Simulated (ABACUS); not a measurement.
# ScSi2 under changes of volume

One of the cells (14.965 Å³/atom); the others are scaled copies at fixed shape and fractional positions:

```
Sc Si
1.0
     3.66000    0.00000    0.00000
    -1.83000    3.16965    0.00000
     0.00000    0.00000    3.87000
Sc Si
1 2
Cartesian
  0.0000 0.0000 0.0000
  1.8300 1.0566 1.9350
  0.0000 2.1131 1.9350
```

* Program: ABACUS 3.10.1
* Functional: PBE
* Potentials or basis: PseudoDojo NC SR 0.4.1 PBE standard
* Cutoff: 1361 eV
* Density cutoff: 5442 eV
* Basis: TZDP LCAO (the cutoffs set its grid)
* k mesh: 8 × 8 × 7
* Occupations: fermi-dirac, width 0.05 eV
* Spin: no spin polarisation

```tsv
volume (Å³/atom)	energy over the lowest point (meV/atom)	pressure (GPa)
14.067	288.88	38.8
14.367	?	?
14.666	162.11	29.3
14.965	111.18	25.2
15.265	67.58	21.5
15.564	30.72	18.0
15.863	0.00	14.9
```

Problem. What does the run at 14.367 Å³/atom give?

Solution. Energy over the lowest point 221.09 meV/atom; pressure 33.8 GPa.

Worked out: A Birch-Murnaghan fit of order 3 (a polynomial in V^(-2/3)) to the other rows has no minimum within the range. It gives 220.97 meV/atom at 14.367 Å³/atom, against the run's 221.09, and -dE/dV = 33.8 GPa, against 33.8.

Energies are extrapolated to zero smearing.

Caveats: the atomic orbitals were generated for these runs and aren't a published set; the basis of atomic orbitals isn't converged, which shifts pressures, moduli and gaps.
